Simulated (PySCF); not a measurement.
**CsLi+: bond curves at several levels of theory**

Aim: find the lowest electronic state of CsLi+, scan its bond at several levels of theory, and get bond length, wavenumber and dissociation energy from each curve.

Program: PySCF 2.14.0. Level of theory: Cs def2-SVP with ECP46, Li def2-SVP, scalar-relativistic core potentials. These are calculated values, not measurements.

**1. The job**

Settings of the job:

```
atoms                         : Cs, Li
charge                        : 1
basis                         : Cs def2-SVP with ECP46, Li def2-SVP
Hamiltonian                   : scalar-relativistic core potentials
basis functions               : 33
electrons treated             : 11
masses in u                   : 132.9054, 7.0160
levels                        : PBE0, PBE, r²SCAN, TPSSh, BP86, PW91, HF, MP2, SCS-MP2, CCSD, CCSD(T)
grid                          : 80 radial by 434 angular points
occupations                   : held fixed by the projection of orbital angular momentum
dissociation limit            : Cs+ + Li, each in its ground configuration
starting distance in angstrom : 3.590
values of 2S to try           : 1, 3
```

Started as:

```sh
OMP_NUM_THREADS=1 python dia.py task.json out
```

Further steps of the session: PBE0 along the bond; PBE; r²SCAN (meta-GGA); TPSSh; BP86 (GGA); PW91 (GGA); UHF; Correlated methods on the Hartree–Fock reference.

Before running it: what results should come out? Wanted: for each run, Re; ωe; De; μ.

As calculated:

Lowest PBE0 solution found, without spin–orbit coupling: ²Σ⁺ (doublet), unpaired electrons σ ↑.

```csv
level,Re (Å),ωe (cm⁻¹),De (eV),μ (D)
UHF,4.569,105.9,0.297,4.10
UHF-MP2,4.460,111.8,0.341,n/a
UHF-SCS-MP2,4.477,110.7,0.333,n/a
UHF-CCSD,4.437,113.2,0.350,n/a
UHF-CCSD(T),4.434,113.4,0.352,n/a
PBE,4.331,111.6,0.398,4.91
PW91,4.320,112.1,0.416,5.01
BP86,4.308,114.1,0.378,4.86
r²SCAN,4.312,118.1,0.387,4.65
TPSSh,4.325,119.1,0.385,4.72
PBE0,4.333,115.2,0.381,4.68
```

De is counted to Cs+ + Li in their ground configurations. A positive dipole points from Cs to Li; in an ion it is taken about the centre of mass and does not tell which atom is negative.

Bond lengths run from 4.308 Å (BP86) to 4.569 Å (UHF). CCSD(T) can't serve as the judge here: for a weak bond in this basis it is far from its limit. Among the levels with a De in the table, it runs from 0.297 eV (UHF) to 0.416 eV (PW91).

Spin–orbit coupling is left out. With spin–orbit coupling the term label itself may not hold.
